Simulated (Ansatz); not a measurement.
# C₃H₉ClGe: taking an electron away

How much energy removes an electron from C₃H₉ClGe at fixed geometry? The cation is run at each level and the neutral's energy taken from earlier runs.

Computed with Ansatz 0.2.0, Gaussian basis. Level: unrestricted cation, the program's frozen cores in correlated methods.

The runs, in order: UKS PBE-D4/def2-TZVPP; UKS r2SCAN-D4/def2-TZVPP; UKS PBE0-D4/def2-TZVPP; UKS B3LYP-D4/def2-TZVPP; UKS wB97X-V/def2-TZVPP; UKS wB97M-V/def2-TZVPP; UKS B2PLYP/def2-TZVPP; UHF-CCSD(T)/def2-TZVPP; UHF-MP2/def2-QZVPP; extrapolation to the limit; then −ε(HOMO) from the neutral's earlier runs with LDA (SPW92), PBE-D4, revPBE-D4, BLYP-D4, r2SCAN-D4, B97M-V, PBE0-D4, B3LYP-D4, r2SCANh-D4, r2SCAN0-D4, HSE06-D4, BHLYP-D4, CAM-B3LYP-D4, LC-ωPBE, ωB97X-V, ωB97M-V.

## Step 1: The geometry

An earlier PBE0-D4 in a triple-zeta def2 set relaxation fixed the geometry.

14 atoms, charge 0, spin multiplicity 1.

Atoms are counted from 1 here; the program's logs count them from 0.

Bond lengths: C1–Ge2 1.945 Å, C1–H6 1.090 Å, C1–H7 1.092 Å, C1–H8 1.090 Å, Ge2–C3 1.945 Å, Ge2–C4 1.945 Å, Ge2–Cl5 2.182 Å, C3–H9 1.090 Å, C3–H10 1.090 Å, C3–H11 1.092 Å, C4–H12 1.092 Å, C4–H13 1.090 Å, C4–H14 1.090 Å. Angles: Ge2–C1–H6 110.1°, Ge2–C1–H7 110.1°, Ge2–C1–H8 110.1°, H6–C1–H7 108.8°, H6–C1–H8 108.8°, H7–C1–H8 108.8°, C1–Ge2–C3 112.7°, C1–Ge2–C4 112.7°, C1–Ge2–Cl5 106.0°, C3–Ge2–C4 112.7°, C3–Ge2–Cl5 106.0°, C4–Ge2–Cl5 106.0°, Ge2–C3–H9 110.1°, Ge2–C3–H10 110.1°, Ge2–C3–H11 110.1°, H9–C3–H10 108.8°, H9–C3–H11 108.8°, H10–C3–H11 108.8° and more.

As a file:

```
C    -1.7937    0.5173    0.1961
Ge    0.0958    0.2906   -0.2053
C     1.2141    0.3648    1.3843
C     0.4473   -1.2806   -1.2966
Cl    0.6640    2.0101   -1.4232
H    -1.9524    1.4489    0.7402
H    -2.1504   -0.3140    0.8084
H    -2.3723    0.5480   -0.7276
H     1.0405    1.2975    1.9218
H     2.2669    0.3118    1.1052
H     0.9822   -0.4724    2.0465
H     0.1857   -2.1869   -0.7458
H     1.5036   -1.3231   -1.5635
H    -0.1443   -1.2415   -2.2118
```

## Step 2: Cation, UKS PBE-D4/def2-TZVPP

Input file in.yaml:

```yaml
crystal:
  periodic: [false, false, false]
  atoms:
    - {symbol: C, position_ang: [-1.793750, 0.517332, 0.196127]}
    - {symbol: Ge, position_ang: [0.095839, 0.290636, -0.205294]}
    - {symbol: C, position_ang: [1.214140, 0.364792, 1.384340]}
    - {symbol: C, position_ang: [0.447253, -1.280565, -1.296562]}
    - {symbol: Cl, position_ang: [0.664008, 2.010132, -1.423185]}
    - {symbol: H, position_ang: [-1.952442, 1.448909, 0.740195]}
    - {symbol: H, position_ang: [-2.150391, -0.313985, 0.808378]}
    - {symbol: H, position_ang: [-2.372321, 0.547999, -0.727639]}
    - {symbol: H, position_ang: [1.040504, 1.297525, 1.921820]}
    - {symbol: H, position_ang: [2.266887, 0.311845, 1.105152]}
    - {symbol: H, position_ang: [0.982182, -0.472406, 2.046479]}
    - {symbol: H, position_ang: [0.185749, -2.186899, -0.745829]}
    - {symbol: H, position_ang: [1.503637, -1.323098, -1.563527]}
    - {symbol: H, position_ang: [-0.144294, -1.241515, -2.211753]}
basis:
  gaussian: {orbitals: def2-TZVPP}
total_charge: 1
magnetization: {spin_polarized: true, initial_magnetization: 1}
hamiltonian: {xc: pbe, dispersion: d4}
```

Command:

```console
ansatz run in.yaml --threads 2 --pin off --events-out ev --progress --plain --max-ram 22528MiB --backend cuda --devices 0, --max-vram 18GiB
```

The runs that follow: Cation, UKS r2SCAN-D4/def2-TZVPP; Cation, UKS PBE0-D4/def2-TZVPP; Cation, UKS B3LYP-D4/def2-TZVPP; Cation, UKS wB97X-V/def2-TZVPP; Cation, UKS wB97M-V/def2-TZVPP; Cation, UKS B2PLYP (frozen core)/def2-TZVPP; Cation, UHF-CCSD(T)/def2-TZVPP; Cation, UHF-MP2/def2-QZVPP.

Q: Predict the results of all the runs planned. Wanted: ionisation energy, CCSD(T)/CBS; nearest functional by difference; nearest −ε(HOMO); −ε(HOMO) of PBE; T1 of the cation.

The runs gave:

| quantity | value |
| --- | --- |
| ionisation energy, CCSD(T)/CBS | 10.59 eV |
| nearest functional by difference | ωB97X-V (-0.19 eV) |
| nearest −ε(HOMO) | ωB97X-V (-0.10 eV) |
| −ε(HOMO) of PBE | 6.78 eV |
| T1 of the cation | 0.049 |

Energy differences with functionals land within 0.91 eV of the reference. −ε(HOMO) of PBE misses by 3.8 eV, since self-interaction lifts the level. Among orbital estimates ωB97X-V comes nearest. Hartree-Fock falls 0.78 eV short, as the neutral has more correlation energy than the cation. The cation's T1 (from the report) is 0.049, above the customary mark of 0.045 for open shells, so the coupled-cluster value is less safe. Correlated methods include outer-core shells of Ge, which these sets cover unevenly. With outer-core shells in play the reference is unsure by up to some tenths of an eV, so close misses can't be ranked.
